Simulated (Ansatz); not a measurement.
Crystal: Zr3S2.

```
Zr S
1.0
     2.90254    1.67578    3.48777
    -2.90254    1.67578    3.48777
     0.00000   -3.35156    3.48777
Zr S
3 2
Direct
  0.83873 0.50000 0.16127
  0.50000 0.16127 0.83873
  0.16127 0.83873 0.50000
  0.66502 0.66502 0.66502
  0.33498 0.33498 0.33498
```

The cell comes from a database or a generator and needn't be the stable form of this composition.

```yaml
Program: Ansatz 0.2.0
Task: relaxation of cell and atoms
Functional: PBEsol
Potentials_or_basis: Ansatz PAW
Cutoff: "420 eV (not typed: the program's choice for these potentials)"
k_mesh: 6 × 6 × 6
Occupations: fermi-dirac, width 0.05 eV
Spin: no spin polarisation
Hubbard_terms: Zr d U = 6 eV
```

At the start: volume 20.36 Å³/atom.

Task: Where does the relaxation end?

Result: It ends after 6 steps and the volume is 21.14 Å³/atom (+3.8 %); space group R32 (No. 155, to 0.05 Å).

Step by step:
```
step  energy change (eV)  largest force (eV/Å)  volume (Å³)
   1              0.0000                0.1931       101.79
   2             -0.0462                0.0549       105.78
   3             -0.0501                0.0513       105.48
   4             -0.0505                0.0424       105.76
   5             -0.0508                0.0006       105.69
   6             -0.0513                0.0006       105.69
```

Final structure:
```xyz
5
Lattice="2.9166 1.6839 3.5869 -2.9166 1.6839 3.5869 0.0000 -3.3677 3.5869" Properties=species:S:1:pos:R:3 pbc="T T T"
Zr    0.9651    1.6715    5.3804
Zr    0.9651   -1.6715    5.3804
Zr   -1.9301    0.0000    5.3804
S     0.0000    0.0000    7.2023
S     0.0000    0.0000    3.5585
```

Caveat: the plane-wave basis is chosen anew once the cell has moved, so the energies of steps on either side of that aren't comparable; U without spin polarisation on a metal has little footing; the PAW data sets come from PBE, with cores solved anew for the run's functional, which leaves a small shift of forces and pressure.
